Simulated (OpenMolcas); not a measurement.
**CH3BClFO (methoxychlorofluoroborane), step by step**

Aim: the energy (HF/ANO-RCC-MB), then the energy (CASSCF(2,2)/ANO-RCC-VDZP), then the energy along one coordinate (CASPT2(2,2)/ANO-RCC-VDZP), then an energy scan (SC-NEVPT2(2,2)/ANO-RCC-VDZP), then the energy along one coordinate (MC-PDFT[tPBE](2,2)/ANO-RCC-VDZP) of CH3BClFO (methoxychlorofluoroborane). 

Program for the calculation: OpenMolcas 26.06.

### 1 Starting point

CH3BClFO: 8 atoms, total charge 0, spin state singlet. As SMILES, `COB(F)Cl`. The shape is that of a PBE0-D4/def2-TZVP optimisation. This is one conformer, not always the lowest.

Bond lengths: C1–O2 1.414 Å, O2–B3 1.333 Å, B3–F4 1.320 Å, B3–Cl5 1.765 Å, C1–H6 1.091 Å, C1–H7 1.090 Å, C1–H8 1.091 Å. Angles: C1–O2–B3 126.0°, O2–B3–F4 118.3°, O2–B3–Cl5 124.1°, F4–B3–Cl5 117.7°, O2–C1–H6 108.6°, O2–C1–H7 108.2°, O2–C1–H8 111.7°, H6–C1–H7 109.1°, H6–C1–H8 109.5°, H7–C1–H8 109.7°.

### 2 The energy at HF/ANO-RCC-MB (DKH2) (run 1)

The input, mol.xyz:

```xyz
8

C      0.662000    -0.415400     0.804600
O     -0.122300    -0.654500    -0.347500
B     -0.782400     0.264900    -1.051400
F     -1.466600    -0.129900    -2.108800
Cl    -0.801800     1.985600    -0.658500
H      1.700600    -0.658800     0.576000
H      0.308900    -1.072800     1.599700
H      0.593700     0.623700     1.130000
```

The input, step1.inp:

```
&GATEWAY
 Coord=mol.xyz
 Basis=ANO-RCC-MB
 Group=NoSym

&SEWARD

&SCF
 PrOrbitals=0

&LOCALISATION
 Occupied
 Freeze
 Pipek-Mezey

&LOCALISATION
 FileOrb=$Project.LocOrb
 Virtual
 Pipek-Mezey
```

Run with:

```
$ export MOLCAS_MEM=1860
$ pymolcas step1.inp > step1.log
```

The log of the run:

```text
--- Start Module: gateway ---
[...]
--- Stop Module: gateway /rc=_RC_ALL_IS_WELL_ ---
[...]
      Basis functions           32
[...]
       Convergence after  10 Iterations
[...]
::    Total SCF energy                               -699.5752173379
[...]
      Total spin, S                                     0.0000000000
[...]
      Total electronic charge=   48.000000
      Total            charge=   -0.000000
[...]
      Dipole Moment (debye):
      Origin of the operator (angstrom)=   -0.5824    0.5554   -0.7004
                   X=  1.7378E+00               Y= -3.4563E-01               Z=  2.3454E+00           Total=  2.9394E+00
      Quadrupole Moment (debye*angstrom):
[...]
--- Start Module: localisation ---
[...]
--- Stop Module: localisation /rc=_RC_ALL_IS_WELL_ ---
--- Start Module: localisation ---
[...]
--- Stop Module: localisation /rc=_RC_ALL_IS_WELL_ ---
[...]
```

Run time: 3.3 s. Hardware: 1 thread of Arm Neoverse V2, shared host; peak memory 0.38 GiB.

### 3 A single-point energy at CASSCF(2,2)/ANO-RCC-VDZP (DKH2, RICD fitting) (run 2)

mol.xyz is that of step 2.

The input, step2.inp:

```
&GATEWAY
Coord
mol.xyz
Basis
ANO-RCC-MB
Group
NoSym
&SEWARD
&RASSCF
FileOrb
$CurrDir/step1.LocOrb
Alter
2
1 17 24
1 25 30
Spin
1
Nactel
2 0 0
Inactive
23
Ras2
2
OrbListing
Nothing
>>> COPY $Project.RunFile RUNFIL1
>>> COPY $Project.RasOrb INPORB
&GATEWAY
Coord
mol.xyz
Basis
ANO-RCC-VDZP
Group
NoSym
RICD
&SEWARD
>>> COPY $Project.RunFile RUNFIL2
&EXPBAS
&RASSCF
FileOrb
$Project.ExpOrb
Spin
1
Nactel
2 0 0
Inactive
23
Ras2
2
OrbListing
Nothing
OrbAppear
Compact
```

Run with:

```
$ export MOLCAS_MEM=1860
$ pymolcas step2.inp > step2.log
```

The log of the run:

```text
--- Start Module: gateway ---
[...]
--- Stop Module: gateway /rc=_RC_ALL_IS_WELL_ ---
[...]
      Basis functions           32
[...]
      Number of active orbitals                  2
[...]
      Spin quantum number                      0.0
[...]
      Active orbitals                            2
[...]
      Number of CSFs                             3
[...]
      Number of root(s) required                 1
[...]
      Convergence after  9 iterations
[...]
      printout of CI-coefficients larger than  0.05 for root  1
      energy=    -699.589443
      conf/sym  11     Coeff  Weight
             1  20   0.99551 0.99104
             3  02  -0.09468 0.00896
      Natural orbitals and occupation numbers for root  1
      sym 1:   1.982073   0.017927
      ************************************************************************************************************************
      *                                                    Final results                                                     *
[...]
::    RASSCF root number  1 Total energy:   -699.58944254
[...]
      Basis functions           89
[...]
--- Start Module: expbas ---
[...]
--- Stop Module: expbas /rc=_RC_ALL_IS_WELL_ ---
--- Start Module: rasscf ---
[...]
      Convergence after 14 iterations
[...]
      Natural orbitals and occupation numbers for root  1
      sym 1:   1.982170   0.017830
      ************************************************************************************************************************
      *                                                    Final results                                                     *
[...]
::    RASSCF root number  1 Total energy:   -699.94957134
[...]
      Total electronic charge=   48.000000
      Total            charge=   -0.000000
[...]
      Dipole Moment (debye):
      Origin of the operator (angstrom)=   -0.5824    0.5554   -0.7004
                   X=  1.6015E+00               Y= -4.7429E-02               Z=  2.2584E+00           Total=  2.7690E+00
      Quadrupole Moment (debye*angstrom):
[...]
--- Stop Module: rasscf /rc=_RC_ALL_IS_WELL_ ---
[...]
```

Run time: 9.9 s. Hardware: 1 thread of Arm Neoverse V2, shared host; peak memory 0.38 GiB.

### 4 An energy scan at CASPT2(2,2)/ANO-RCC-VDZP (DKH2, RICD fitting, ipea shift 0.25 Eh, pt2 variant SS) (run 3)

The input, step3.input:

```
>>> EXPORT MOLCAS_PRINT=2
>>> COPY $CurrDir/step2.RasOrb $Project.RasOrb
>>> ForEach K in (1, 2, 3, 4, 5, 6, 7, 8, 9)

&gateway
  coord=$CurrDir/point$K.xyz
  basis=ANO-RCC-VDZP
  group=NoSym
  ricd

&seward

&rasscf
  fileorb=$Project.RasOrb
  spin=1
  nactel=2 0 0
  inactive=23
  ras2=2
  orblisting=Nothing
  orbappear=Compact

&caspt2
  imaginary=0.2
  frozen=9
>>> EndDo
```

Run with:

```
$ export MOLCAS_MEM=1860
$ pymolcas step3.input > step3.log
```

The log of the run, cut to the lines that bear on the results:

```text
[...]
      Basis functions           89
[...]
      Number of active orbitals                  2
[...]
      Spin quantum number                      0.0
[...]
      Active orbitals                            2
[...]
      Number of CSFs                             3
[...]
      Number of root(s) required                 1
[...]
      Convergence after  9 iterations
[...]
      Natural orbitals and occupation numbers for root  1
      sym 1:   1.987640   0.012360
      ************************************************************************************************************************
      *                                                    Final results                                                     *
[...]
::    RASSCF root number  1 Total energy:   -699.93870630
[...]
      E2 (Variational):          -0.7324862883
[...]
::    CASPT2 Root  1     Total energy:   -700.67119259
[...]
      Convergence after  9 iterations
[...]
      Natural orbitals and occupation numbers for root  1
      sym 1:   1.982166   0.017834
      ************************************************************************************************************************
      *                                                    Final results                                                     *
[...]
      Convergence after 10 iterations
[...]
      Natural orbitals and occupation numbers for root  1
      sym 1:   1.845472   0.154528
      ************************************************************************************************************************
      *                                                    Final results                                                     *
[...]
      Convergence after 10 iterations
[...]
      Natural orbitals and occupation numbers for root  1
      sym 1:   1.700060   0.299940
      ************************************************************************************************************************
      *                                                    Final results                                                     *
[...]
      Convergence after 11 iterations
[...]
::    RASSCF root number  1 Total energy:   -699.79805165
[...]
::    CASPT2 Root  1     Total energy:   -700.52066365
[...]
      Convergence after  8 iterations
[...]
::    RASSCF root number  1 Total energy:   -699.78889078
[...]
      E2 (Variational):          -0.7206515994
[...]
::    CASPT2 Root  1     Total energy:   -700.50954238
[...]
```

It took 63 s on 1 thread of Arm Neoverse V2, shared host; peak memory 0.087 GiB.

The scan, from its lowest point:

| H6–C1 (Å) | energy (kJ/mol) |
| --- | --- |
| 0.982 | 26.7 |
| 1.091 | 0.0 |
| 1.200 | 13.7 |
| 1.364 | 69.8 |
| 1.582 | 163.0 |
| 1.855 | 268.6 |
| 2.182 | 358.7 |
| 2.618 | 422.0 |
| 3.273 | 451.2 |

### 5 The energy along one coordinate at SC-NEVPT2(2,2)/ANO-RCC-VDZP (DKH2, RICD fitting, pt2 variant SC-NEVPT2) (run 4)

The input, step4.inp:

```
* CH3BClFO NEVPT2
>>> COPY $CurrDir/step2.RasOrb $Project.RasOrb
>>> ForEach K in (1, 2, 3, 4, 5, 6, 7, 8, 9)
&GATEWAY
Coord=$CurrDir/point$K.xyz
Basis=ANO-RCC-VDZP
Group=NoSym
RICD
&SEWARD
&RASSCF
FileOrb=$Project.RasOrb
Spin=1
Nactel=2 0 0
Inactive=23
Ras2=2
OrbListing=Nothing
OrbAppear=Compact
&CASPT2
SC-NEVPT2
Frozen=9
>>> EndDo
```

Run with:

```
$ export MOLCAS_MEM=1860
$ pymolcas step4.inp > step4.log
```

The log of the run, cut to the lines that bear on the results:

```text
[...]
      Basis functions           89
[...]
      Number of active orbitals                  2
[...]
      Spin quantum number                      0.0
[...]
      Active orbitals                            2
[...]
      Number of CSFs                             3
[...]
      Number of root(s) required                 1
[...]
      Convergence after  9 iterations
[...]
      Natural orbitals and occupation numbers for root  1
      sym 1:   1.987640   0.012360
      ************************************************************************************************************************
      *                                                    Final results                                                     *
[...]
::    RASSCF root number  1 Total energy:   -699.93870630
[...]
      E2 (Variational):          -0.7291156211
[...]
::    SC-NEVPT2 Root  1     Total energy:   -700.66778900
[...]
      Convergence after  9 iterations
[...]
      Natural orbitals and occupation numbers for root  1
      sym 1:   1.982166   0.017834
      ************************************************************************************************************************
      *                                                    Final results                                                     *
[...]
      Convergence after 10 iterations
[...]
      Natural orbitals and occupation numbers for root  1
      sym 1:   1.845472   0.154528
      ************************************************************************************************************************
      *                                                    Final results                                                     *
[...]
      Convergence after 10 iterations
[...]
      Natural orbitals and occupation numbers for root  1
      sym 1:   1.700060   0.299940
      ************************************************************************************************************************
      *                                                    Final results                                                     *
[...]
      Convergence after 11 iterations
[...]
::    RASSCF root number  1 Total energy:   -699.79805165
[...]
::    SC-NEVPT2 Root  1     Total energy:   -700.51738805
[...]
      Convergence after  8 iterations
[...]
::    RASSCF root number  1 Total energy:   -699.78889078
[...]
      E2 (Variational):          -0.7176300709
[...]
::    SC-NEVPT2 Root  1     Total energy:   -700.50652085
[...]
```

Run time: 59 s. Hardware: 1 thread of Arm Neoverse V2, shared host; peak memory 0.087 GiB.

The scan, from its lowest point:

| H6–C1 (Å) | energy (kJ/mol) |
| --- | --- |
| 0.982 | 27.7 |
| 1.091 | 0.0 |
| 1.200 | 12.9 |
| 1.364 | 68.1 |
| 1.582 | 161.0 |
| 1.855 | 267.4 |
| 2.182 | 358.8 |
| 2.618 | 422.5 |
| 3.273 | 451.1 |

### 6 An energy scan at MC-PDFT[tPBE](2,2)/ANO-RCC-VDZP (DKH2, RICD fitting) (run 5)

The input, step5.input:

```
>>> EXPORT MOLCAS_PRINT=2
>>> COPY $CurrDir/step2.RasOrb $Project.RasOrb
>>> ForEach K in (1, 2, 3, 4, 5, 6, 7, 8, 9)

&GATEWAY
 Coord=$CurrDir/point$K.xyz
 Basis=ANO-RCC-VDZP
 Group=NoSym
 RICD

&SEWARD

&RASSCF
 FileOrb=$Project.RasOrb
 Spin=1
 Nactel=2 0 0
 Inactive=23
 Ras2=2
 OrbListing=Nothing
 OrbAppear=Compact

&MCPDFT
 KSDFT=T:PBE
>>> EndDo
```

Run with:

```
$ export MOLCAS_MEM=1860
$ pymolcas step5.input > step5.log
```

The log of the run, cut to the lines that bear on the results:

```text
--- Start Module: gateway ---
[...]
      Basis functions           89
[...]
      Number of active orbitals                  2
[...]
      Spin quantum number                      0.0
[...]
      Active orbitals                            2
[...]
      Number of CSFs                             3
[...]
      Number of root(s) required                 1
[...]
      Convergence after  9 iterations
[...]
      Natural orbitals and occupation numbers for root  1
      sym 1:   1.987640   0.012360
      ************************************************************************************************************************
      *                                                    Final results                                                     *
[...]
::    RASSCF root number  1 Total energy:   -699.93870630
[...]
::    MCPDFT root number  1 Total energy:   -701.37372723
[...]
      Convergence after  9 iterations
[...]
      Natural orbitals and occupation numbers for root  1
      sym 1:   1.982166   0.017834
      ************************************************************************************************************************
      *                                                    Final results                                                     *
[...]
      Convergence after 10 iterations
[...]
      Natural orbitals and occupation numbers for root  1
      sym 1:   1.845472   0.154528
      ************************************************************************************************************************
      *                                                    Final results                                                     *
[...]
      Convergence after 10 iterations
[...]
      Natural orbitals and occupation numbers for root  1
      sym 1:   1.700060   0.299940
      ************************************************************************************************************************
      *                                                    Final results                                                     *
[...]
      Convergence after 11 iterations
[...]
::    RASSCF root number  1 Total energy:   -699.79805165
[...]
::    MCPDFT root number  1 Total energy:   -701.21432818
[...]
      Convergence after  8 iterations
[...]
::    RASSCF root number  1 Total energy:   -699.78889078
[...]
      Total electronic charge=   48.000000
      Total            charge=   -0.000000
[...]
::    MCPDFT root number  1 Total energy:   -701.20226392
[...]
```

Run time: 67 s. Hardware: 1 thread of Arm Neoverse V2, shared host; peak memory 0.087 GiB.

The scan, from its lowest point:

| H6–C1 (Å) | energy (kJ/mol) |
| --- | --- |
| 0.982 | 27.0 |
| 1.091 | 0.0 |
| 1.200 | 13.1 |
| 1.364 | 68.3 |
| 1.582 | 162.2 |
| 1.855 | 272.7 |
| 2.182 | 372.2 |
| 2.618 | 445.5 |
| 3.273 | 477.1 |

### 7 What came out

| quantity | value |
| --- | --- |
| run 1, HF/ANO-RCC-MB: total energy | -699.57522 Eh |
| run 1, HF/ANO-RCC-MB: dipole moment | 2.94 D |
| run 1, HF/ANO-RCC-MB: HOMO energy | -13.81 eV |
| run 1, HF/ANO-RCC-MB: LUMO energy | 3.58 eV |
| run 1, HF/ANO-RCC-MB: HOMO–LUMO gap | 17.38 eV |
| run 2, CASSCF(2,2)/ANO-RCC-VDZP: total energy | -699.94957 Eh |
| run 2, CASSCF(2,2)/ANO-RCC-VDZP: dipole moment (CASSCF density) | 2.77 D |
| run 3, CASPT2(2,2)/ANO-RCC-VDZP: lowest energy of the scan | -700.68138 Eh |
| run 4, SC-NEVPT2(2,2)/ANO-RCC-VDZP: lowest energy of the scan | -700.67833 Eh |
| run 5, MC-PDFT[tPBE](2,2)/ANO-RCC-VDZP: lowest energy of the scan | -701.38400 Eh |

**Reading.** Mulliken charges (run 2, CASSCF(2,2)/ANO-RCC-VDZP) run from -0.41 on O2 to +0.68 on B3.
